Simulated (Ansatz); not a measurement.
# CH4BClFGa: small, medium and large basis sets

The task here is to estimate one member of a computed series from the others.

Program: Ansatz 0.2.0, Gaussian basis. Level of theory: one geometry, several basis sets. These are calculated values, not measurements.

Levels to be run: PBE0-D4/def2-SVP; ωB97M-V/def2-SVP; PBE0-D4/def2-QZVPP; ωB97M-V/def2-QZVPP; the functionals' def2-TZVPP values are taken from earlier runs.

**Structure used throughout**

An earlier PBE0-D4 in a triple-zeta def2 set relaxation fixed the geometry.

SMILES `FC[B](Cl)[GaH2]`, 9 atoms, charge 0, spin multiplicity 1.

Atoms are counted from 1 here; the program's logs count them from 0.

Bond lengths: F1–C2 1.396 Å, C2–B3 1.562 Å, C2–H6 1.098 Å, C2–H7 1.098 Å, B3–Cl4 1.753 Å, B3–Ga5 2.090 Å, Ga5–H8 1.572 Å, Ga5–H9 1.572 Å. Angles: F1–C2–B3 111.3°, F1–C2–H6 108.0°, F1–C2–H7 108.0°, B3–C2–H6 111.2°, B3–C2–H7 111.2°, H6–C2–H7 106.8°, C2–B3–Cl4 116.5°, C2–B3–Ga5 119.9°, Cl4–B3–Ga5 123.6°, B3–Ga5–H8 121.2°, B3–Ga5–H9 121.2°, H8–Ga5–H9 117.6°.

The first run:

The input, in.yaml:

```yaml
crystal:
  periodic: [false, false, false]
  atoms:
    - {symbol: F, position_ang: [1.459767, 0.536171, 1.064998]}
    - {symbol: C, position_ang: [1.245451, 0.534416, -0.314298]}
    - {symbol: B, position_ang: [-0.168367, -0.027081, -0.669015]}
    - {symbol: Cl, position_ang: [-0.579614, -0.089483, -2.372210]}
    - {symbol: Ga, position_ang: [-1.452795, -0.654256, 0.855865]}
    - {symbol: H, position_ang: [2.039214, -0.063935, -0.780657]}
    - {symbol: H, position_ang: [1.367565, 1.563043, -0.678390]}
    - {symbol: H, position_ang: [-1.443172, -2.140272, 1.368086]}
    - {symbol: H, position_ang: [-2.468058, 0.341396, 1.525620]}
basis:
  gaussian: {orbitals: def2-SVP}
hamiltonian: {xc: pbe0, dispersion: d4}
output: {orbitals: {seedname: orbitals}}
```

The run is started by

```console
$ ansatz run in.yaml --threads 4 --pin off --events-out ev --progress --plain --max-ram 10444MiB
```

Among the steps run: PBE0-D4 in def2-SVP; ωB97M-V in def2-SVP; PBE0-D4 in def2-QZVPP; ωB97M-V in def2-QZVPP.

One of the session's tables, all rows but one given; the rest of the session is left out.

It belongs to the step «Density functionals: the series». 

```
functional       basis  HOMO (eV)  LUMO (eV)
   PBE0-D4    def2-SVP      -7.36      -1.75
   PBE0-D4  def2-TZVPP          ?          ?
   PBE0-D4  def2-QZVPP      -7.46      -1.91
   ωB97M-V    def2-SVP      -9.46       0.13
   ωB97M-V  def2-TZVPP      -9.57       0.01
   ωB97M-V  def2-QZVPP      -9.60      -0.14
```

**Question.** Estimate the row for PBE0-D4, def2-TZVPP.

**Answer.** HOMO (eV): -7.45; LUMO (eV): -1.88. In the column «HOMO (eV)» it lies between PBE0-D4, def2-QZVPP (-7.46) and PBE0-D4, def2-SVP (-7.36).
